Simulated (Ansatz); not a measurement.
# AlN: the cost of one run

Computed with the Python package of Ansatz 0.2.0. Level of theory: DFT PBE, all-electron LAPW.

The COD entry's cell or inner coordinates are ideal or old and differ from later refinements, so a difference from it is no clean test against experiment.

## Step 1: The system

Symmetry: P6_3mc, No. 186, hexagonal system. The conventional cell has a = 3.113 Å, b = 3.113 Å, c = 4.981 Å, α = 90.00°, β = 90.00°, γ = 120.00°. Around Al (site symmetry 3m) lie 4 N at 1.89 Å. N (site symmetry 3m) has 4 Al at 1.89 Å as nearest neighbours.

No structure file is read: the coordinates are typed or built in the script.

## Step 2: The script

eos_lapw_aln.py

```python
"""E(V) of AlN on LAPW."""

import warnings

import ansatz as az
from ase.eos import EquationOfState
from ase.units import GPa
import numpy as np

vectors0 = np.array([
    [3.113, 0.0, 0.0],
    [-1.5565, 2.695937, 0.0],
    [0.0, 0.0, 4.981],
])
sites = [
    ("Al", [1 / 3, 2 / 3, 0.0]),
    ("Al", [2 / 3, 1 / 3, 0.5]),
    ("N", [1 / 3, 2 / 3, 0.38]),
    ("N", [2 / 3, 1 / 3, 0.88]),
]


def on_lattice(cell):
    crystal = az.Crystal(lattice=az.Lattice.of(cell))
    for symbol, position in sites:
        crystal = crystal.atom(symbol, position)
    return crystal

warnings.simplefilter("ignore", az.DeckWarning)

volumes, energies = [], []
for scale in np.linspace(0.94, 1.06, 7):
    cell = vectors0 * scale ** (1 / 3)
    base = on_lattice(cell).calculation()
    base = base.functional("pbe").occupations("fixed")
    base = base.mixing("broyden", preconditioner="local_kerker").kpoints(7, 7, 4)
    base = base.pseudopotentials("all_electron", lapw=True, relativity="scalar")
    rep = base.run(threads=1).report
    volumes.append(abs(np.linalg.det(cell)) / len(sites))
    energies.append(rep["free_energy_ev"] / len(sites))
    print(f"{scale:.3f} {volumes[-1]:9.4f} A^3/atom {energies[-1]:16.5f} eV/atom  (estimated basis error {1000 * rep['lapw_basis_errors']['total_ev_per_atom']:.2f} meV/atom)")
v0, e0, bulk = EquationOfState(volumes, energies, eos="birchmurnaghan").fit()
print(f"V0 = {v0:.4f} A^3/atom, B0 = {bulk / GPa:.1f} GPa")
```

## Step 3: The run

Started as:

```sh
> python eos_lapw_aln.py
```

What time and memory should one allow on 1 thread of Arm Neoverse V2, shared host?

About 2 min, with a peak of 0.4 GiB.
